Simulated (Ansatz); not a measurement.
# CH4ClO2V: small, medium and large basis sets

One table from this session's results is given with a row withheld; the runs are named, their logs left out.

Computed with Ansatz 0.2.0, Gaussian basis. Level: one geometry, several basis sets.

The runs, in order: PBE0-D4/def2-SVP; ωB97M-V/def2-SVP; PBE0-D4/def2-QZVPP; ωB97M-V/def2-QZVPP; the functionals' def2-TZVPP values are taken from earlier runs.

### The geometry

The geometry comes from an earlier relaxation with PBE0-D4 in a triple-zeta def2 set; it is a stationary point, not always the lowest conformer.

SMILES `[CH3][V](=[O])([OH])[Cl]`, 9 atoms, charge 0, spin multiplicity 1.

Atoms are counted from 1 here; the program's logs count them from 0.

Bond lengths: C1–V2 2.000 Å, C1–H6 1.091 Å, C1–H7 1.093 Å, C1–H8 1.092 Å, V2–O3 1.549 Å, V2–O4 1.755 Å, V2–Cl5 2.156 Å, O4–H9 0.964 Å. Angles: V2–C1–H6 109.2°, V2–C1–H7 107.0°, V2–C1–H8 108.5°, H6–C1–H7 110.2°, H6–C1–H8 111.1°, H7–C1–H8 110.7°, C1–V2–O3 103.6°, C1–V2–O4 105.8°, C1–V2–Cl5 107.0°, O3–V2–O4 109.3°, O3–V2–Cl5 114.0°, O4–V2–Cl5 116.1°, V2–O4–H9 119.3°.

Set-up of the first run:

File in.yaml:

```yaml
crystal:
  periodic: [false, false, false]
  atoms:
    - {symbol: C, position_ang: [-0.322216, -0.737146, -0.944478]}
    - {symbol: V, position_ang: [0.606058, 0.384585, 0.426425]}
    - {symbol: O, position_ang: [1.943435, -0.360617, 0.661936]}
    - {symbol: O, position_ang: [-0.377831, 0.280606, 1.876509]}
    - {symbol: Cl, position_ang: [0.838237, 2.352485, -0.422398]}
    - {symbol: H, position_ang: [-0.423861, -1.755467, -0.566847]}
    - {symbol: H, position_ang: [0.303269, -0.728369, -1.840461]}
    - {symbol: H, position_ang: [-1.299638, -0.294878, -1.150501]}
    - {symbol: H, position_ang: [-1.179052, 0.812501, 1.942814]}
basis:
  gaussian: {orbitals: def2-SVP}
hamiltonian: {xc: pbe0, dispersion: d4}
output: {orbitals: {seedname: orbitals}}
```

Launch:

```sh
$ ansatz run in.yaml --threads 4 --pin off --events-out ev --progress --plain --max-ram 10444MiB
```

Steps of the session up to this table: PBE0-D4 in def2-SVP; ωB97M-V in def2-SVP; PBE0-D4 in def2-QZVPP; ωB97M-V in def2-QZVPP.

One of the session's tables, all rows but one given; the rest of the session is left out.

It belongs to the step «Density functionals: the series». 

| functional | basis | HOMO (eV) | LUMO (eV) |
| --- | --- | --- | --- |
| PBE0-D4 | def2-SVP | -8.92 | -3.19 |
| PBE0-D4 | def2-TZVPP | -8.95 | -3.19 |
| PBE0-D4 | def2-QZVPP | -8.96 | -3.21 |
| ωB97M-V | def2-SVP | ? | ? |
| ωB97M-V | def2-TZVPP | -11.31 | -0.90 |
| ωB97M-V | def2-QZVPP | -11.32 | -0.93 |

Estimate the missing values for ωB97M-V, def2-SVP.

**Answer.** HOMO (eV): -11.21; LUMO (eV): -0.85. In the column «HOMO (eV)» it lies between ωB97M-V, def2-TZVPP (-11.31) and PBE0-D4, def2-QZVPP (-8.96).
